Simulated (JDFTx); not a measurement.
AgRh:

```
Ag Rh
1.0
     2.77759    0.00000    0.00000
    -1.38879    2.40546    0.00000
     0.00000    0.00000    4.80860
Ag Rh
1 1
Direct
  0.00000 0.00000 0.50000
  0.66667 0.33333 0.00000
```

The cell comes from a database or a generator and needn't be the stable form of this composition.

Below is the output of JDFTx 1.7.0 (patched build) for this cell. Logs are shortened: lines on timing, memory, paths and dates and some standing lists are left out, and cuts for length are marked.

```text
*************** JDFTx 1.7.0 (patched build) ***************

Input parsed successfully to the following command list (including defaults):
[... the input with its defaults ...]

---------- Setting up symmetries ----------

Found 24 point-group symmetries of the bravais lattice
Found 12 space-group symmetries with basis
Applied RMS atom displacement 1.51522e-10 bohrs to make symmetries exact.

---------- Initializing the Grid ----------
R =
[      5.24888     -2.62444            0  ]
[            0      4.54566            0  ]
[            0            0      9.08694  ]
unit cell volume = 216.811
G =
[    1.19705   0.691118         -0  ]
[          0    1.38224          0  ]
[          0         -0   0.691452  ]
Minimum fftbox size, Smin = [  48  48  80  ]
Chosen fftbox size, S = [  48  48  80  ]

---------- Initializing tighter grid for wavefunction operations ----------
R =
[      5.24888     -2.62444            0  ]
[            0      4.54566            0  ]
[            0            0      9.08694  ]
unit cell volume = 216.811
G =
[    1.19705   0.691118         -0  ]
[          0    1.38224          0  ]
[          0         -0   0.691452  ]
Minimum fftbox size, Smin = [  32  32  56  ]
Chosen fftbox size, S = [  32  32  56  ]

---------- Exchange Correlation functional ----------
Initalized PBE GGA exchange.
Initalized PBE GGA correlation.

---------- Setting up pseudopotentials ----------
Width of ionic core gaussian charges (only for fluid interactions / plotting) set to 0

Reading pseudopotential file 'pseudo/Ag.upf':
  'Ag' pseudopotential, 'PBE' functional
  Generated using ONCVPSP code by D. R. Hamann
  19 valence electrons, 6 orbitals, 10 projectors, 1001 radial grid points, with lMax = 2
    4S    l: 0   occupation:  2.0   eigenvalue: -3.490996
    4P    l: 1   occupation:  4.0   eigenvalue: -2.093242
    4P    l: 1   occupation:  2.0   eigenvalue: -2.280084
    4D    l: 2   occupation:  6.0   eigenvalue: -0.265534
[... 44 lines left out ...]
LCAOMinimize: 	Bad step direction: g.d > 0.
[... 14 lines of inner loops ...]
LCAOMinimize: Iter:   7  F: -258.2496297560139737  |grad|_K:  6.759e-06  alpha:  2.950e-01  linmin: -1.536e-04  cgtest:  8.106e-02
	FillingsUpdate:  mu: +0.680994159  nElectrons: 36.000000
LCAOMinimize: Iter:   8  F: -258.2496301207737588  |grad|_K:  7.885e-07  alpha:  4.206e-01  linmin: -1.130e-02  cgtest: -5.306e-02
LCAOMinimize: Converged (|Delta F|<1.000000e-06 for 2 iters).

-------- Electronic minimization -----------
Will mix electronic density at each iteration.
	FillingsUpdate:  mu: +0.680994159  nElectrons: 36.000000
	FillingsUpdate:  mu: +0.679795687  nElectrons: 36.000000
SCF: Cycle:  0   F: -258.280315818418387   dF: -3.069e-02   |Residual|: 4.975e-02   |deigs|: 1.694e-01
	FillingsUpdate:  mu: +0.665084548  nElectrons: 36.000000
SCF: Cycle:  1   F: -258.282207179937757   dF: -1.891e-03   |Residual|: 3.428e-02   |deigs|: 1.228e-02
	FillingsUpdate:  mu: +0.670764627  nElectrons: 36.000000
SCF: Cycle:  2   F: -258.285158688965396   dF: -2.952e-03   |Residual|: 1.180e-02   |deigs|: 5.583e-03
	FillingsUpdate:  mu: +0.669874349  nElectrons: 36.000000
SCF: Cycle:  3   F: -258.285219573572135   dF: -6.088e-05   |Residual|: 3.210e-03   |deigs|: 8.810e-04
	FillingsUpdate:  mu: +0.669615761  nElectrons: 36.000000
SCF: Cycle:  4   F: -258.285221631857667   dF: -2.058e-06   |Residual|: 7.830e-04   |deigs|: 3.303e-04
	FillingsUpdate:  mu: +0.669596081  nElectrons: 36.000000
SCF: Cycle:  5   F: -258.285221757653517   dF: -1.258e-07   |Residual|: 3.543e-04   |deigs|: 1.088e-04
	FillingsUpdate:  mu: +0.669593360  nElectrons: 36.000000
SCF: Cycle:  6   F: -258.285221779839162   dF: -2.219e-08   |Residual|: 4.651e-05   |deigs|: 7.682e-05
	FillingsUpdate:  mu: +0.669597209  nElectrons: 36.000000
SCF: Cycle:  7   F: -258.285221785767874   dF: -5.929e-09   |Residual|: 1.929e-05   |deigs|: 6.965e-05
	FillingsUpdate:  mu: +0.669599919  nElectrons: 36.000000
SCF: Cycle:  8   F: -258.285221787300941   dF: -1.533e-09   |Residual|: 7.699e-06   |deigs|: 5.858e-05
SCF: Converged (|Delta E|<1.000000e-08 for 2 iters).

Setting wave functions to eigenvectors of Hamiltonian
Converging empty states (this may take a while): |deigs|: 4.257e-04

# Stress tensor in Cartesian coordinates [Eh/a0^3]:
[   5.6522e-05            0            0  ]
[            0   5.6522e-05            0  ]
[            0            0  5.14478e-05  ]

# Ionic positions in lattice coordinates:
ion Ag   0.000000000016667  -0.000000000016667   0.500000000000000 1
ion Rh   0.666666666683333   0.333333333316667   0.000000000000000 1

# Forces in Cartesian coordinates:
force Ag   0.000000000000000   0.000000000000000   0.000000000000000 1
force Rh  -0.000000000000000  -0.000000000000000   0.000000000000000 1

# Energy components:
   Eewald =     -196.3602696163874270
       EH =       56.0369102119442033
     Eloc =     -186.8646746295976300
      Enl =        5.2207246697981287
      Exc =      -42.0669260480742366
 Exc_core =       13.9833325645532192
       KE =       91.7666801057180379
-------------------------------------
     Etot =     -258.2842227420457561
       TS =        0.0009990452551888
-------------------------------------
        F =     -258.2852217873009408

IonicMinimize: Iter:   0  F: -258.285221787300941  |grad|_K:  1.441e-36
IonicMinimize: Converged (|grad|_K<1.000000e-04).

#--- Lowdin population analysis ---
# oxidation-state Ag +0.325
# oxidation-state Rh -0.136

Dumping 'run.eigStats' ...
	eMin: -2.689673 at state 0 ( [ +0.000000 +0.000000 +0.000000 ] spin 0 )
	HOMO: +0.667990 at state 3 ( [ +0.000000 +0.166667 +0.333333 ] spin 0 )
	mu  : +0.669596
	LUMO: +0.669762 at state 1 ( [ +0.000000 +0.000000 +0.333333 ] spin 0 )
	eMax: +1.462093 at state 0 ( [ +0.000000 +0.000000 +0.000000 ] spin 0 )
	HOMO-LUMO gap: +0.001771
	Optical gap  : +0.008979 at state 4 ( [ +0.000000 +0.333333 +0.000000 ] spin 0 )
Done!
```

Task: Write the input and the command behind it.

Result: Single point with PBE, spin-orbit coupling, no magnetisation. The files as run (others can give the same):

AgRh.in
```
lattice \
    2.7775881998    -1.3887940999     0.0000000000 \
    0.0000000000     2.4054619423     0.0000000000 \
    0.0000000000     0.0000000000     4.8086020000
latt-scale 1.889726124626 1.889726124626 1.889726124626
coords-type Lattice
ion Ag     0.0000000000     0.0000000000     0.5000000000 1
ion Rh     0.6666666667     0.3333333333     0.0000000000 1

ion-species pseudo/Ag.upf
ion-species pseudo/Rh.upf
elec-cutoff 45 360
elec-ex-corr gga-PBE
kpoint-folding 6 6 3
elec-smearing Fermi 0.0018374661
elec-n-bands 52
spintype spin-orbit
electronic-SCF nIterations 100 energyDiffThreshold 1e-08
electronic-minimize nIterations 30 energyDiffThreshold 1e-7
converge-empty-states yes
forces-output-coords Cartesian

dump-name run.$VAR
dump End Ecomponents EigStats BandEigs Kpoints Forces Stress ElecDensity Dtot
```

Potentials or basis: PseudoDojo-FR-PBE-0.4-standard with smoothed tails.
Run with:
```console
$ jdftx -c 1 -i AgRh.in -o AgRh.out
```

Caveat: the k mesh is coarse (spacing up to 0.44 Å⁻¹), so the values aren't converged.
